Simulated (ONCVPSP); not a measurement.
# Ge: the cost of one run

The numbers are computed with ONCVPSP 4.0.1.1 (patched build) (PBEsol, scalar-relativistic, spin-unpolarised reference atom).

### 1 The atom and the settings

Typed settings, in words:

```json
{"element": "germanium (Ge, Z = 32)", "type": "optimised norm-conserving Vanderbilt (ONCV)", "frozen core": "[Ar]", "valence charge": "14", "reference configuration": "3d10 4s2 4p2", "partial waves": "4s: rc 1.80 bohr, ncon 5, nbas 9, qcut 3.4 1/bohr, 2 projectors, debl 3.9 Ha; 4p: rc 2.25 bohr, ncon 4, nbas 8, qcut 3 1/bohr, 2 projectors, debl 2.1 Ha; 3d: rc 1.30 bohr, ncon 3, nbas 8, qcut 13.5 1/bohr, 2 projectors, debl 3.8 Ha", "local potential": "polynomial inside 1.10 bohr (lpopt 5, dvloc0 2 Ha)", "core correction": "not asked for"}
```

The nodes and maxima of the atom's own shells, from an earlier all-electron run, set the scale for the radii.

All-electron outer shells of the reference configuration (PBEsol, scalar-relativistic, ld1.x):

```
shell  level (eV)  outermost node (bohr)  outermost maximum (bohr)
   3s     -168.12                   0.26                      0.54
   3p     -115.43                   0.23                      0.54
   3d      -29.31                      –                      0.50
   4s      -11.74                   0.77                      1.75
   4p       -3.90                   0.82                      2.22
```

### 2 Generating the potential

File Ge.dat:

```
# ATOM AND REFERENCE CONFIGURATION
# atsym  z   nc   nv     iexc    psfile
  Ge 32.00    5    3  -116133      upf
#
#   n    l    f
    1    0    2.00
    2    0    2.00
    2    1    6.00
    3    0    2.00
    3    1    6.00
    3    2   10.00
    4    0    2.00
    4    1    2.00
#
# PSEUDOPOTENTIAL AND OPTIMIZATION
# lmax
    2
#
#   l,   rc,      ep,       ncon, nbas, qcut
    0    1.80    0.00    5    9    3.40
    1    2.25    0.00    4    8    3.00
    2    1.30    0.00    3    8   13.50
#
# LOCAL POTENTIAL
# lloc, lpopt,  rc(5),   dvloc0
    4    5    1.10    2.00
#
# VANDERBILT-KLEINMAN-BYLANDER PROJECTORs
# l, nproj, debl
    0    2    3.90
    1    2    2.10
    2    2    3.80
#
# MODEL CORE CHARGE
# icmod, fcfact, rcfact
    0    0.00    0.00
#
# LOG DERIVATIVE ANALYSIS
# epsh1, epsh2, depsh
   -3.00    5.00    0.02
#
# OUTPUT GRID
# rlmax, drl
    6.00    0.01
#
# TEST CONFIGURATIONS
# ncnf
    4
# nvcnf
#   n    l    f
    3
    3    2   10.00
    4    0    2.00
    4    1    1.00
#
    3
    3    2   10.00
    4    0    2.00
    4    1    0.00
#
    3
    3    2   10.00
    4    0    1.00
    4    1    0.00
#
    3
    3    2   10.00
    4    0    2.00
    4    1    1.50
#
```

Launch:

```
$ oncvpsp.x < Ge.dat > Ge.out
```

**Question.** How long does this run take on 1 thread of AMD EPYC 7R43, shared host?

About 5 s.
